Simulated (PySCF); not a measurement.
# B2FH3O: the cost of one run

Computed with PySCF 2.14.0, with density-fitted response routines of our own, on a single molecule in the gas phase. Atoms are numbered from 0 throughout.

## (1) The starting structure

7 atoms, charge 0, multiplicity 1; geometry from: GFN2-xTB. The atoms were then displaced at random by about 0.01 Å, so the start is not that level's minimum.

Bonds of the start (Å): B0–O1 1.29, O1–B2 1.29, B2–F3 1.38, B0–H4 1.20, B0–H5 1.16, B2–H6 1.18.

## (2) Optimising the geometry at PBE0-D3(BJ)/def2-SVP

Job settings and geometry (Å):

```
{"job": {"xc": "PBE0", "basis": "def2-SVP", "d3": "d3bj", "grid": 1, "shake": 0.01, "kind": "geom"}, "charge": 0, "multiplicity": 1}
B     -1.215750    -0.430880     0.220440
O     -0.038910     0.007930    -0.062950
B      1.162580     0.407930    -0.281650
F      2.108680     0.285500     0.712300
H     -2.018970     0.342730     0.662800
H     -1.527470    -1.519060    -0.016900
H      1.563800     0.876760    -1.283980
```

On the command line:

```sh
$ OMP_NUM_THREADS=1 python probes_run.py task.json out
```

This one command runs all jobs of the session in turn.

Q: Estimate the wall time and peak memory of this first job on 1 thread of Arm Neoverse V1, shared host.

About 17 s, with a peak of 0.3 GiB.
